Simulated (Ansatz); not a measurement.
# H9NOSi (built from SMILES N.O.[SiH4]): a reaction path by the nudged elastic band

Aim: the minimum-energy path between two given structures and its highest point. Both ends were relaxed at PBE0-D4 in triple zeta.

Program: Ansatz 0.2.0, Gaussian basis. Level of theory: PBE0-D4/def2-SVP. These are calculated values, not measurements.

29 further runs of the same task are left out: 1 that didn't finish, 28 set aside as unsound or not needed.

## 1. The system as given

The first end: 12 atoms, charge 0, spin multiplicity 1.

Atoms are counted from 1 here; the program's logs count them from 0.

Bond lengths: Si1–H2 1.486 Å, Si1–H3 1.494 Å, Si1–H4 1.483 Å, Si1–H5 1.480 Å, H6–O7 0.980 Å, O7–H10 0.959 Å, H8–N9 1.013 Å, N9–H11 1.012 Å, N9–H12 1.013 Å. Angles: H2–Si1–H3 106.5°, H2–Si1–H4 111.1°, H2–Si1–H5 111.5°, H3–Si1–H4 107.2°, H3–Si1–H5 107.8°, H4–Si1–H5 112.4°, H6–O7–H10 105.8°, H8–N9–H11 107.5°, H8–N9–H12 107.4°, H11–N9–H12 107.5°.

As a file:

```
Si   -1.2987   -0.0317   -1.7141
H     0.0841   -0.4707   -1.3943
H    -1.5087   -0.3181   -3.1649
H    -2.2976   -0.8273   -0.9611
H    -1.4674    1.4242   -1.5105
H     0.0576    0.2799    1.2719
O    -0.8771    0.5375    1.1328
H     2.0641   -0.3624    0.2531
N     1.9061   -0.0985    1.2188
H    -1.3962   -0.0585    1.6756
H     2.3023   -0.8251    1.8020
H     2.4315    0.7504    1.3906
```

The second end:

| atom | x (Å) | y (Å) | z (Å) |
| --- | --- | --- | --- |
| Si1 | -1.32246 | 0.02247 | -0.46702 |
| H2 | 2.28416 | 0.28716 | -2.24831 |
| H3 | -0.59801 | -1.13479 | -1.03982 |
| H4 | -2.66989 | 0.06488 | -1.12132 |
| H5 | -0.64679 | 1.30193 | -0.78129 |
| H6 | 0.58527 | -0.17848 | 1.78546 |
| O7 | -1.62992 | -0.15600 | 1.15887 |
| H8 | 1.83451 | 0.21355 | -1.65517 |
| N9 | 1.17873 | -0.07947 | 0.97050 |
| H10 | -2.56302 | -0.19769 | 1.37047 |
| H11 | 1.79042 | -0.88465 | 0.92724 |
| H12 | 1.75699 | 0.74097 | 1.10028 |

## 2. The band at PBE0-D4/def2-SVP

File neb/in.yaml:

```yaml
crystal:
  periodic: [false, false, false]
  atoms:
    - {symbol: Si, position_ang: [-1.298692, -0.031659, -1.714114]}
    - {symbol: H, position_ang: [0.084134, -0.470657, -1.394334]}
    - {symbol: H, position_ang: [-1.508723, -0.318097, -3.164877]}
    - {symbol: H, position_ang: [-2.297567, -0.827303, -0.961070]}
    - {symbol: H, position_ang: [-1.467410, 1.424216, -1.510520]}
    - {symbol: H, position_ang: [0.057628, 0.279892, 1.271852]}
    - {symbol: O, position_ang: [-0.877123, 0.537512, 1.132808]}
    - {symbol: H, position_ang: [2.064103, -0.362351, 0.253135]}
    - {symbol: N, position_ang: [1.906136, -0.098453, 1.218775]}
    - {symbol: H, position_ang: [-1.396247, -0.058451, 1.675639]}
    - {symbol: H, position_ang: [2.302285, -0.825104, 1.802038]}
    - {symbol: H, position_ang: [2.431475, 0.750356, 1.390568]}
basis:
  gaussian: {orbitals: def2-SVP}
hamiltonian: {xc: pbe0, dispersion: d4}
neb:
  images: 5
  climbing: true
  max_iterations: 40
  initial_path: idpp
  final_atoms:
    - {symbol: Si, position_ang: [-1.322459, 0.022470, -0.467018]}
    - {symbol: H, position_ang: [2.284165, 0.287164, -2.248310]}
    - {symbol: H, position_ang: [-0.598007, -1.134794, -1.039822]}
    - {symbol: H, position_ang: [-2.669888, 0.064885, -1.121317]}
    - {symbol: H, position_ang: [-0.646785, 1.301933, -0.781292]}
    - {symbol: H, position_ang: [0.585273, -0.178477, 1.785463]}
    - {symbol: O, position_ang: [-1.629923, -0.156001, 1.158871]}
    - {symbol: H, position_ang: [1.834510, 0.213553, -1.655173]}
    - {symbol: N, position_ang: [1.178726, -0.079471, 0.970505]}
    - {symbol: H, position_ang: [-2.563023, -0.197686, 1.370471]}
    - {symbol: H, position_ang: [1.790424, -0.884646, 0.927239]}
    - {symbol: H, position_ang: [1.756988, 0.740971, 1.100284]}
```

The run is started by

```console
$ ansatz run in.yaml --threads 4 --pin off --events-out ev --progress --plain --max-ram 9574MiB
```

Log:

```text
Functional definition: PBE0
  name "PBE0"
  cite "Adamo & Barone, J. Chem. Phys. 110, 6158 (1999) doi:10.1063/1.478522"
  cite "Perdew, Burke & Ernzerhof, Phys. Rev. Lett. 77, 3865 (1996) doi:10.1103/PhysRevLett.77.3865"
  parent pbe
  parameter a = 0.25
  parameter kappa = 0.804
  parameter beta = 0.06672455060314922
  exchange = (1 - a)*pbe_x(kappa = kappa, mu = beta*pi^2/3) + a*exact_x
  correlation = pbe_c(beta = beta)
969 factors; integrals over basis functions are off by at most 5.1e-4 eV
mean field evaluation 1: about -11541.5058 eV, gradient 6.1e1 eV
mean field evaluation 2: about -11537.0877 eV, gradient 7.7e1 eV
mean field evaluation 4: about -11548.3109 eV, gradient 2.5e0 eV
mean field evaluation 8: about -11548.3353 eV, gradient 4.2e-2 eV
mean field -11548.33528872 eV, -424.3934941175 hartree, gradient 3.5e-5 eV, S^2 0.000000; 0 other end points of the search recorded, 0 dependent functions left out
the calculation of the forces begins
reference -11548.33531901 eV, -424.3934952307 hartree; 19, 19 occupied and 72, 72 virtual orbitals, 969 factors
[... from here to the last solve, the lines of the solves are left out (264 solves) ...]
WARN: NEB end point (image 0): max|allowed force component| = 4.282e-1 eV/Å (the criterion of neb.relax_end_points is 1.000e-2). That is over neb.f_tol: it is no minimum, so the barrier can be far off. Relax it first
WARN: NEB end point (image 6): max|allowed force component| = 5.092e-1 eV/Å (the criterion of neb.relax_end_points is 1.000e-2). That is over neb.f_tol: it is no minimum, so the barrier can be far off. Relax it first
NEB iter   1: max|band force component| = 5.310e0 eV/Å  barrier→ = 7.3353 eV  barrier← = 7.4961 eV  Δτ_max = 0.2000 Å  (175 SCF iters)
NEB iter   2: max|band force component| = 4.365e0 eV/Å  barrier→ = 5.0929 eV  barrier← = 5.2537 eV  Δτ_max = 0.2000 Å  (140 SCF iters)
NEB iter   3: max|band force component| = 5.391e0 eV/Å  barrier→ = 3.1268 eV  barrier← = 3.2876 eV  Δτ_max = 0.1023 Å  (136 SCF iters)
NEB iter   4: max|band force component| = 3.319e0 eV/Å  barrier→ = 2.5573 eV  barrier← = 2.7181 eV  Δτ_max = 0.2000 Å  (127 SCF iters)
NEB iter   5: max|band force component| = 1.731e0 eV/Å  barrier→ = 1.8722 eV  barrier← = 2.0330 eV  Δτ_max = 0.2000 Å  (126 SCF iters)
NEB iter   6: max|band force component| = 2.469e0 eV/Å  barrier→ = 1.3886 eV  barrier← = 1.5494 eV  Δτ_max = 0.1016 Å  (127 SCF iters)
NEB iter   7: max|band force component| = 8.967e-1 eV/Å  barrier→ = 1.1407 eV  barrier← = 1.3015 eV  Δτ_max = 0.2000 Å  (122 SCF iters)
NEB iter   8: max|band force component| = 1.882e0 eV/Å  barrier→ = 0.9435 eV  barrier← = 1.1043 eV  Δτ_max = 0.1003 Å  (120 SCF iters)
NEB iter   9: max|band force component| = 4.735e-1 eV/Å  barrier→ = 0.8714 eV  barrier← = 1.0322 eV  CI = image 2  Δτ_max = 0.1963 Å  (117 SCF iters)
NEB iter  10: max|band force component| = 1.440e0 eV/Å  barrier→ = 0.9376 eV  barrier← = 1.0984 eV  CI = image 2  Δτ_max = 0.1013 Å  (123 SCF iters)
NEB iter  11: max|band force component| = 1.709e0 eV/Å  barrier→ = 1.0009 eV  barrier← = 1.1618 eV  CI = image 2  Δτ_max = 0.2000 Å  (119 SCF iters)
NEB iter  12: max|band force component| = 9.615e-1 eV/Å  barrier→ = 1.0437 eV  barrier← = 1.2045 eV  CI = image 2  Δτ_max = 0.1364 Å  (122 SCF iters)
NEB iter  13: max|band force component| = 6.806e-1 eV/Å  barrier→ = 1.0328 eV  barrier← = 1.1936 eV  CI = image 2  Δτ_max = 0.0697 Å  (117 SCF iters)
NEB iter  14: max|band force component| = 3.284e-1 eV/Å  barrier→ = 0.9885 eV  barrier← = 1.1493 eV  CI = image 2  Δτ_max = 0.0690 Å  (117 SCF iters)
NEB iter  15: max|band force component| = 4.667e-1 eV/Å  barrier→ = 0.9987 eV  barrier← = 1.1595 eV  CI = image 2  Δτ_max = 0.0347 Å  (119 SCF iters)
NEB iter  16: max|band force component| = 4.764e-1 eV/Å  barrier→ = 0.9996 eV  barrier← = 1.1604 eV  CI = image 2  Δτ_max = 0.0631 Å  (113 SCF iters)
NEB iter  17: max|band force component| = 3.937e-1 eV/Å  barrier→ = 0.9945 eV  barrier← = 1.1553 eV  CI = image 2  Δτ_max = 0.0564 Å  (112 SCF iters)
NEB iter  18: max|band force component| = 1.458e-1 eV/Å  barrier→ = 0.9958 eV  barrier← = 1.1566 eV  CI = image 2  Δτ_max = 0.0384 Å  (112 SCF iters)
NEB iter  19: max|band force component| = 1.233e-1 eV/Å  barrier→ = 0.9950 eV  barrier← = 1.1558 eV  CI = image 2  Δτ_max = 0.0214 Å  (112 SCF iters)
NEB iter  20: max|band force component| = 9.293e-2 eV/Å  barrier→ = 0.9939 eV  barrier← = 1.1548 eV  CI = image 2  Δτ_max = 0.0272 Å  (105 SCF iters)
NEB iter  21: max|band force component| = 6.819e-2 eV/Å  barrier→ = 0.9933 eV  barrier← = 1.1541 eV  CI = image 2  Δτ_max = 0.0681 Å  (104 SCF iters)
NEB iter  22: max|band force component| = 1.139e-1 eV/Å  barrier→ = 0.9936 eV  barrier← = 1.1544 eV  CI = image 2  Δτ_max = 0.0347 Å  (111 SCF iters)
NEB iter  23: max|band force component| = 7.599e-2 eV/Å  barrier→ = 0.9945 eV  barrier← = 1.1553 eV  CI = image 2  Δτ_max = 0.0206 Å  (107 SCF iters)
NEB iter  24: max|band force component| = 6.375e-2 eV/Å  barrier→ = 0.9942 eV  barrier← = 1.1550 eV  CI = image 2  Δτ_max = 0.0103 Å  (108 SCF iters)
NEB iter  25: max|band force component| = 6.030e-2 eV/Å  barrier→ = 0.9939 eV  barrier← = 1.1547 eV  CI = image 2  Δτ_max = 0.0181 Å  (102 SCF iters)
970 factors; integrals over basis functions are off by at most 1.9e-3 eV
mean field -11547.28985391 eV, -424.3550750972 hartree, gradient 2.4e-6 eV, S^2 0.000000; 0 other end points of the search recorded, 0 dependent functions left out
the calculation of the forces begins
reference -11547.28988264 eV, -424.3550761528 hartree; 19, 19 occupied and 72, 72 virtual orbitals, 970 factors
NEB iter  26: max|band force component| = 3.137e-2 eV/Å  barrier→ = 0.9937 eV  barrier← = 1.1545 eV  CI = image 2  CI's point: of a kind that is not told: the force calls were inconclusive, a negative curvature could not be distinguished from the path's own, the only one lies far off the path, or fixed occupations may fill a level only in part  Δτ_max = 0.0000 Å  (2862 SCF iters)
WARN: NEB: the barrier is in doubt: a point between two images lies 0.027 eV above every image. Check it with more images (neb.images), a lower neb.f_tol or relaxed end points
Total energy: -11547.45521884 eV, -424.3611521460 hartree
Atom 0 at    -1.122606     0.073677    -1.043984 Å, force     0.024789    -0.002800     0.001401 eV/Å
Atom 1 at     0.527938     0.202758    -1.117881 Å, force    -0.008859    -0.004767    -0.010958 eV/Å
Atom 2 at    -1.076760    -1.062857    -2.035697 Å, force    -0.001695     0.000200    -0.006331 eV/Å
Atom 3 at    -2.617756    -0.074530    -0.640162 Å, force    -0.000326    -0.002438     0.000226 eV/Å
Atom 4 at    -1.245765     1.418767    -1.718785 Å, force    -0.002268     0.004003     0.000832 eV/Å
Atom 5 at     0.540361    -0.128689     1.179698 Å, force    -0.001752     0.004821     0.004360 eV/Å
Atom 6 at    -0.780448    -0.152692     0.724323 Å, force    -0.021099     0.010911    -0.018139 eV/Å
Atom 7 at     1.478582     0.114286    -0.077511 Å, force     0.017047     0.015287     0.033798 eV/Å
Atom 8 at     1.648362    -0.028704     0.980000 Å, force    -0.030867    -0.030143    -0.028573 eV/Å
Atom 9 at    -1.624591    -0.269938     1.178188 Å, force     0.013708    -0.004561     0.025325 eV/Å
Atom 10 at     2.185096    -0.875668     1.161120 Å, force     0.008301     0.002950     0.007019 eV/Å
Atom 11 at     2.087587     0.783491     1.410590 Å, force     0.003023     0.006537    -0.008958 eV/Å
Dipole moment:     1.168140    -0.087484     1.158754 e Å
```

It took 83 s on 4 threads of AMD EPYC 9R45, shared host.

The last band:

| image | path (Å) | energy (kJ/mol) | Si1–O7 (Å) | H6–N9 (Å) | H2–H8 (Å) | Si1–H2 (Å) |
| --- | --- | --- | --- | --- | --- | --- |
| 0 | 0.00 | 0.0 | 2.93 | 1.89 | 2.58 | 1.49 |
| 1 | 1.45 | 24.9 | 2.57 | 1.72 | 1.87 | 1.49 |
| 2 | 2.90 | 95.9 | 1.82 | 1.13 | 1.41 | 1.66 |
| 3 | 4.16 | 5.9 | 1.69 | 1.02 | 0.78 | 2.53 |
| 4 | 5.42 | -10.9 | 1.68 | 1.02 | 0.77 | 3.41 |
| 5 | 6.67 | -14.9 | 1.68 | 1.02 | 0.77 | 3.86 |
| 6 | 7.93 | -15.5 | 1.66 | 1.01 | 0.75 | 4.03 |

The highest image, 2:

```
Si   -1.12261    0.07368   -1.04398
H     0.52794    0.20276   -1.11788
H    -1.07676   -1.06286   -2.03570
H    -2.61776   -0.07453   -0.64016
H    -1.24577    1.41877   -1.71879
H     0.54036   -0.12869    1.17970
O    -0.78045   -0.15269    0.72432
H     1.47858    0.11429   -0.07751
N     1.64836   -0.02870    0.98000
H    -1.62459   -0.26994    1.17819
H     2.18510   -0.87567    1.16112
H     2.08759    0.78349    1.41059
```

## 3. Summary of results

```
                                                                       quantity                                                 value
                                                PBE0-D4/def2-SVP, 26 iterations  highest 95.9 kJ/mol (image 2), last end -15.5 kJ/mol
from earlier runs: barrier over the separately found saddle, CCSD(T)/def2-TZVPP                                          130.1 kJ/mol
```

The highest image lies 95.9 kJ/mol above the first end, and it climbed, so it estimates the saddle. The ends are not quite minima at this level (largest force component 0.51 eV/Å), so the heights are unreliable: relaxing the first end would lower it and raise the barrier above it. The highest image is 34.2 kJ/mol below the CCSD(T) barrier in triple zeta, which comes from separate runs on the saddle.
